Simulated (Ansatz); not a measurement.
**GaB2As3: the cell at several levels of theory**

Aim: relax an ordered 6-atom cell of GaB2As3 on the zincblende lattice (Imm2) with PBE and r2SCAN and see how far the functionals disagree on the cell. This is a trial cell built on a prototype, not taken from a measured structure, and it needn't be the compound's ground state.

Program: Ansatz 0.2.0. PAW datasets, plane waves, zero pressure. No spin polarisation. The prototype was imposed, so other structures may be more stable.

## 1. The structure to begin with

This is the cell as the run starts from it, not yet at rest; its lengths are not the crystal's.

It is orthorhombic, Imm2 (No. 44); a = 3.490 Å, b = 10.470 Å, c = 4.936 Å in the conventional setting, 15.03 Å³ an atom. Near B stand 4 As at 2.14 Å; near As stand 3 B at 2.14 Å and 1 Ga at 2.14 Å; near Ga stand 4 As at 2.14 Å; near As stand 2 Ga at 2.14 Å and 2 B at 2.14 Å.

As a file:

```xyz
6
Lattice="-1.7450 5.2350 2.4678 1.7450 -5.2350 2.4678 1.7450 5.2350 -2.4678" Properties=species:S:1:pos:R:3 pbc="T T T"
B     1.7450    1.7450    2.4678
As    0.0000    1.7450    1.2339
B     0.0000    3.4900    0.0000
As    1.7450    3.4900   -1.2339
Ga    0.0000    0.0000    0.0000
As    0.0000    5.2350    1.2339
```

## 2. Relaxation with PBE

input.yaml

```yaml
crystal:
  lattice:
    - [-1.7449892762, 5.2349678286, 2.4677875006]
    - [1.7449892762, -5.2349678286, 2.4677875006]
    - [1.7449892762, 5.2349678286, -2.4677875006]
  atoms:
    - { symbol: B, position: [0.6666666667, 1.0, 0.6666666667] }
    - { symbol: As, position: [0.4166666667, 0.25, 0.1666666667] }
    - { symbol: B, position: [0.3333333333, 0.0, 0.3333333333] }
    - { symbol: As, position: [0.0833333333, 0.25, 0.8333333333] }
    - { symbol: Ga, position: [0.0, 0.0, 0.0] }
    - { symbol: As, position: [0.75, 0.25, 0.5] }
kpoints:
  mp_grid: { grid: [8, 8, 8] }
hamiltonian:
  xc: pbe
scf:
  occupations: { method: fermi_dirac, width: 0.02 }
relax:
  f_tol: 0.005
  cell: {}
```

Run with:

```sh
ansatz run input.yaml --threads 4 --pin off --max-ram 6451MiB --backend cpu --events-out ev --progress --plain --runs-dir out
```

Further steps of the session: Relaxing with r2SCAN.

What does the calculation give? Wanted: for each run, a; b; c; volume; space group; SCF geometries.

The runs gave:

| level | a (Å) | b (Å) | c (Å) | volume (Å³/atom) | space group | SCF geometries |
| --- | --- | --- | --- | --- | --- | --- |
| PBE | 3.584 | 10.819 | 5.169 | 16.702 | Imm2 | 9 |
| r2SCAN | 3.560 | 10.743 | 5.127 | 16.341 | Imm2 | 5 |

From the start to the first minimum the volume moved by +11.1 %. The volume runs from r2SCAN (least) to PBE (most), a spread of 2.2 %, or 0.7 % in length if all axes shared it alike.
